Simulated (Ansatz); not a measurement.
**H8N2O3Si2: up Jacob's ladder to CCSD(T)**

The task here is to estimate one member of a computed series from the others.

Method: functionals in def2-TZVPP, the program's frozen cores in correlated methods; program: Ansatz 0.2.0, Gaussian basis.

Plan: PBE-D4, r2SCAN-D4, PBE0-D4, B3LYP-D4, ωB97X-V, ωB97M-V, B2PLYP; CCSD(T)/def2-TZVPP; MP2/def2-QZVPP; extrapolation to the limit.

### The geometry

An earlier PBE0-D4 in a triple-zeta def2 set relaxation fixed the geometry.

SMILES `N[SiH](O)[Si](N)(O)O`, 15 atoms, charge 0, spin multiplicity 1.

Atoms are counted from 1 here; the program's logs count them from 0.

Bond lengths: N1–Si2 1.706 Å, N1–H8 1.005 Å, N1–H9 1.007 Å, Si2–O3 1.671 Å, Si2–Si4 2.342 Å, Si2–H10 1.492 Å, O3–H11 0.959 Å, Si4–N5 1.707 Å, Si4–O6 1.649 Å, Si4–O7 1.645 Å, N5–H12 1.007 Å, N5–H13 1.006 Å, O6–H14 0.961 Å, O7–H15 0.962 Å. Angles: Si2–N1–H8 124.3°, Si2–N1–H9 121.0°, H8–N1–H9 112.9°, N1–Si2–O3 117.5°, N1–Si2–Si4 109.8°, N1–Si2–H10 105.0°, O3–Si2–Si4 99.5°, O3–Si2–H10 107.4°, Si4–Si2–H10 118.3°, Si2–O3–H11 118.3°, Si2–Si4–N5 122.1°, Si2–Si4–O6 102.2°, Si2–Si4–O7 106.4°, N5–Si4–O6 108.0°, N5–Si4–O7 103.6°, O6–Si4–O7 115.2°, Si4–N5–H12 120.0°, Si4–N5–H13 121.4° and more.

Set-up of the first run:

Contents of in.yaml:

```yaml
crystal:
  periodic: [false, false, false]
  atoms:
    - {symbol: N, position_ang: [0.203014, 2.173574, -0.862695]}
    - {symbol: Si, position_ang: [-0.032077, 1.184195, 0.507646]}
    - {symbol: O, position_ang: [-1.534807, 1.221149, 1.236390]}
    - {symbol: Si, position_ang: [0.036282, -1.070644, -0.119885]}
    - {symbol: N, position_ang: [1.428446, -2.033132, 0.102098]}
    - {symbol: O, position_ang: [-0.274640, -0.990702, -1.737395]}
    - {symbol: O, position_ang: [-1.111344, -1.837628, 0.775852]}
    - {symbol: H, position_ang: [0.466016, 3.143083, -0.822540]}
    - {symbol: H, position_ang: [-0.143854, 1.898309, -1.766662]}
    - {symbol: H, position_ang: [0.960918, 1.669866, 1.510161]}
    - {symbol: H, position_ang: [-1.811717, 2.032089, 1.666242]}
    - {symbol: H, position_ang: [1.599806, -2.473821, 0.990647]}
    - {symbol: H, position_ang: [2.280254, -1.847079, -0.399610]}
    - {symbol: H, position_ang: [-0.287314, -1.828937, -2.206400]}
    - {symbol: H, position_ang: [-1.778983, -1.240303, 1.126131]}
basis:
  gaussian: {orbitals: def2-TZVPP}
hamiltonian: {xc: pbe, dispersion: d4}
output: {forces: true, orbitals: {seedname: orbitals}}
```

Command:

```bash
ansatz run in.yaml --threads 2 --pin off --events-out ev --progress --plain --max-ram 32768MiB --backend cuda --devices 0, --max-vram 18GiB
```

Steps of the session up to this table: PBE-D4 (GGA); r2SCAN-D4 (meta-GGA); PBE0-D4 (hybrid); B3LYP-D4 (hybrid); ωB97X-V (range-separated); ωB97M-V (range-separated); B2PLYP (double hybrid); CCSD(T) in def2-TZVPP; MP2 in def2-QZVPP.

One table of the session follows, with a row left open; its other results are not shown here.

It belongs to the step «Atomisation energies». 

```
            method  atomisation energy (kcal/mol)
            PBE-D4                         1370.8
         r2SCAN-D4                         1347.9
           PBE0-D4                         1338.2
          B3LYP-D4                         1350.3
           ωB97X-V                         1358.1
           ωB97M-V                         1357.9
            B2PLYP                              ?
     HF/def2-TZVPP                          925.5
    MP2/def2-TZVPP                         1340.2
   CCSD/def2-TZVPP                         1288.8
CCSD(T)/def2-TZVPP                         1310.5
           MP2/CBS                         1388.7
       CCSD(T)/CBS                         1359.0
```

**Question.** Estimate the row for B2PLYP.

**Answer.** atomisation energy (kcal/mol): 1335.3. In the column «atomisation energy (kcal/mol)» it lies between CCSD(T)/def2-TZVPP (1310.5) and PBE0-D4 (1338.2).
